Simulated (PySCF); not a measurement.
# [Bi(PH3)]3+: other functionals and bases at one geometry

One table from this session's results is given with a row withheld; the runs are named, their logs left out.

The runs use PySCF 2.14.0; several levels, as the steps say, no spin–orbit coupling.

1 further run of the same task is left out (for a known fault of the program).

### The starting structure

5 atoms, charge 3, spin multiplicity 1.

Bond lengths: Bi1–P2 2.890 Å, P2–H3 1.433 Å, P2–H4 1.433 Å, P2–H5 1.433 Å. Angles: Bi1–P2–H3 105.8°, Bi1–P2–H4 105.8°, Bi1–P2–H5 105.8°, H3–P2–H4 112.9°, H3–P2–H5 112.9°, H4–P2–H5 112.9°.

Geometry (Å):

```xyz
5
BiH3P
Bi    0.0000    0.0000   -0.3006
P     0.0000    0.0000    2.5898
H     1.3787    0.0000    2.9791
H    -0.6894    1.1940    2.9791
H    -0.6894   -1.1940    2.9791
```

Formal oxidation states: Bi +3. An earlier session relaxed this geometry at PBE0, Bi def2-SVP with ECP60, P def2-SVP, H def2-SVP (singlet, point group C3v).

At PBE0 on the finer grid: E = -556.035794 Eh, HOMO -25.84 eV, LUMO -22.19 eV, Mulliken charge on Bi1 +2.00 e, largest force component 0.029 eV/Å. 

Levels to run: wB97X; BP86; PBE0, TZVP. Hardware: 2 threads of Arm Neoverse V1, shared host.

The first run:

The input, run.py (the lines that set the calculation):

```python
mol = gto.M(atom='''
Bi     0.00000     0.00000    -0.30056
P      0.00000     0.00000     2.58982
H      1.37873    -0.00001     2.97907
H     -0.68936     1.19402     2.97907
H     -0.68937    -1.19402     2.97907''',
    basis={'Bi': 'def2-SVP', 'P': 'def2-SVP', 'H': 'def2-SVP'},
    ecp={'Bi': 'def2-SVP'},
    charge=3, spin=0)
mf = dft.RKS(mol, xc='WB97X')
mf.grids.atom_grid = (75, 302)
mf = mf.density_fit()  # fitting sets: Bi def2-universal-JKFIT, P def2-universal-JKFIT, H def2-universal-JKFIT
mf.conv_tol = 1e-08; mf.max_cycle = 55
mf.kernel(dm0)  # dm0: the density of the relaxed state
```

Started as:

```console
OMP_NUM_THREADS=2 python run.py
```

Among the steps run: wB97X; BP86; PBE0, TZVP.

One table of the session follows, with a row left open; its other results are not shown here.

```
              level  HOMO (eV)  gap (eV)  charge on Bi1 (e)  dipole (D)  largest force component (eV/Å)
PBE0 (relaxed here)     -25.84      3.65               2.00        9.44                            0.03
              wB97X     -27.85      7.84               2.01        9.31                            0.16
               BP86     -25.04      1.80               1.99        9.63                            0.26
         PBE0, TZVP          ?         ?                  ?           ?                               ?
```

**Question.** Estimate the row for PBE0, TZVP.

As computed: HOMO (eV): -25.75; gap (eV): 3.60; charge on Bi1 (e): 1.96; dipole (D): 9.69; largest force component (eV/Å): 0.17. In the column «HOMO (eV)» it lies between PBE0 (relaxed here) (-25.84) and BP86 (-25.04).

The dipole of a charged species depends on the origin, so these sizes hold for this origin alone.

In one basis the HOMO–LUMO gap runs from 1.80 eV (BP86) to 7.84 eV (wB97X). The largest leftover force, 0.26 eV/Å with BP86, stands at a geometry relaxed at another level. Total energies of different levels can't be compared.
